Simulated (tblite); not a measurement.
# C7H13AlClN: the cost of one run

Computed with tblite 0.8.0 and PySCF 2.14.0, with density-fitted response routines of our own, on a single molecule in the gas phase. Atoms count from 0, in the outputs and in this text.

**1. The starting structure**

23 atoms, charge 0, multiplicity 1; geometry from: force field or distance geometry start.

Bonds of the start (Å): C0–C1 1.53, C1–C2 1.48, C2–N3 1.15, N3–Al4 1.86, Al4–C5 1.98, C5–Cl6 1.78, C1–C7 1.54, C7–C8 1.52, C8–C9 1.51, C9–C7 1.52, C0–H10 1.12, C0–H11 1.11, C0–H12 1.12, C1–H13 1.10, Al4–H14 1.59, Al4–H15 1.59, C5–H16 1.11, C5–H17 1.11, C7–H18 1.11, C8–H19 1.12, C8–H20 1.11, C9–H21 1.12, C9–H22 1.12.

**2. Relaxing the molecule with GFN2-xTB**

Job settings and geometry (Å):

```
{"job": {"kind": "relax", "xc": "GFN2-xTB", "basis": "xTB"}, "charge": 0, "multiplicity": 1}
C     -1.520900    -2.161600    -0.414700
C     -1.148000    -0.692600    -0.648200
C      0.328200    -0.568500    -0.642600
N      1.469700    -0.447700    -0.657000
Al     3.324300    -0.258400    -0.629900
C      3.833000     1.033300     0.787300
Cl     2.768900     2.456100     0.717500
C     -1.713200     0.185500     0.488000
C     -3.124500     0.699200     0.249100
C     -1.944900     1.641000     0.124100
H     -2.638400    -2.266400    -0.426500
H     -1.116300    -2.798100    -1.222500
H     -1.150200    -2.521900     0.573900
H     -1.517300    -0.383000    -1.639000
H      4.007500    -1.660800    -0.346500
H      3.806800     0.299900    -2.041400
H      3.741300     0.548200     1.784000
H      4.887500     1.349300     0.637200
H     -1.450700    -0.006800     1.551300
H     -3.719200     0.854800     1.179500
H     -3.601200     0.437700    -0.718100
H     -1.702200     1.931400    -0.925400
H     -1.824800     2.356500     0.982000
```

The run is started by

```bash
$ OMP_NUM_THREADS=1 python probes_run.py task.json out
```

This one command runs all jobs of the session in turn.

Q: Estimate the wall time and peak memory of this first job on 1 thread of Arm Neoverse N1, shared host.

About 3.5 s, with a peak of 0.19 GiB.
